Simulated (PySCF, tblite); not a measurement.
# C₂H₁₂OSSi₄: geometry, infrared bands and NMR shifts

Wanted: the infrared bands and NMR shifts of C₂H₁₂OSSi₄ (`[SiH3]/C=C(/[SiH3])O[SiH2]S[SiH3]`), by calculation.

Programs: tblite 0.8.0 and PySCF 2.14.0, with density-fitted response routines of our own. Each step states its level of theory. These are calculated values for one molecule in the gas phase, unless marked as measured. Atoms are numbered from 0 throughout.

## (1) The starting structure

20 atoms, charge 0, multiplicity 1; geometry from: force field or distance geometry start.

Bonds of the start (Å): Si0–C1 1.84, C1–C2 1.34, C2–Si3 1.83, C2–O4 1.38, O4–Si5 1.70, Si5–S6 2.17, S6–Si7 2.15, Si0–H8 1.47, Si0–H9 1.46, Si0–H10 1.46, C1–H11 1.09, Si3–H12 1.48, Si3–H13 1.48, Si3–H14 1.44, Si5–H15 1.48, Si5–H16 1.45, Si7–H17 1.47, Si7–H18 1.47, Si7–H19 1.47.

## (2) Optimising the geometry with GFN2-xTB

What the job is given:

```
{"job": {"kind": "relax", "xc": "GFN2-xTB", "basis": "xTB"}, "charge": 0, "multiplicity": 1}
Si    -2.655200     1.990800    -0.186300
C     -2.716500     0.159700    -0.383100
C     -1.549300    -0.503000    -0.349300
Si    -1.555000    -2.324700    -0.544700
O     -0.411800     0.251900    -0.183700
Si     1.168600    -0.161600    -0.669300
S      2.358700    -0.138300     1.141400
Si     4.358500     0.549900     0.758100
H     -2.008000     2.603200    -1.353900
H     -4.031200     2.454300    -0.013700
H     -1.879400     2.306700     1.014000
H     -3.650700    -0.389600    -0.495900
H     -1.516300    -2.898000     0.821500
H     -2.873200    -2.689400    -1.116100
H     -0.538900    -2.832400    -1.427000
H      1.652200     0.939900    -1.538900
H      1.319600    -1.436900    -1.344100
H      4.375600     1.795700    -0.025400
H      5.048600    -0.475000    -0.044400
H      5.098700     0.807700     1.995800
```

Command:

```
$ OMP_NUM_THREADS=1 python probes_run.py task.json out
```

This one command runs all jobs of the session in turn.

**Question.** This job is followed by: GFN2-xTB harmonic vibrations, gas phase; GIAO PBE0/pcSseg-1 NMR shielding, non-relativistic, gas phase. What will the session give for the following? strongest single infrared mode (GFN2-xTB); zero-point energy (GFN2-xTB); 13C shifts against TMS (PBE0/pcSseg-1); 1H shifts against TMS (PBE0/pcSseg-1, means over atoms taken as alike); 29Si shifts against TMS (PBE0/pcSseg-1); 17O shifts against H2O (PBE0/pcSseg-1); 33S shifts against CS2 (PBE0/pcSseg-1); surface potential, 1st and 99th percentile.

The runs gave:

```
                                                              quantity                             value
                             strongest single infrared mode (GFN2-xTB)              738 cm⁻¹, 655 km/mol
                                          zero-point energy (GFN2-xTB)                     73.4 kcal/mol
                                13C shifts against TMS (PBE0/pcSseg-1)                  172.6, 128.5 ppm
1H shifts against TMS (PBE0/pcSseg-1, means over atoms taken as alike)  5.89, 5.70, 4.56, 4.36, 4.17 ppm
                               29Si shifts against TMS (PBE0/pcSseg-1)    -19.7, -66.8, -80.1, -91.0 ppm
                                17O shifts against H2O (PBE0/pcSseg-1)                         148.6 ppm
                                33S shifts against CS2 (PBE0/pcSseg-1)                          -285 ppm
                                 surface potential, 1st and 99th percentile                -0.85 V and 1.45 V
```

Over 196 steps the energy fell by 0.508 eV; of the close pairs, O4–Si5 changed most, 1.704 to 1.603 Å. No mode is imaginary among the 54: a minimum at this level. The strongest single mode, at 738 cm⁻¹, moves mainly H16 and H15. GFN2-xTB is a fitted tight-binding method: band positions and strengths are rough. Its intensities can rank the bands wrongly. C2 (alkene carbon bearing oxygen) lies farthest downfield among carbon, at 172.6 ppm; an sp2 carbon further deshielded by the attached heteroatom. The most deshielded hydrogen is H11 (hydrogen on a β carbon of an enol-ether or enamine type C=C), at 5.89 ppm: a vinylic proton, deshielded by the sp2 carbon and the C=C anisotropy. At PBE0/pcSseg-1, counted by nearest atom on the grid, the HOMO lies on C1 35 %; C2 24 %, the LUMO on C1, C2 about 28 % each; H11 6 %.
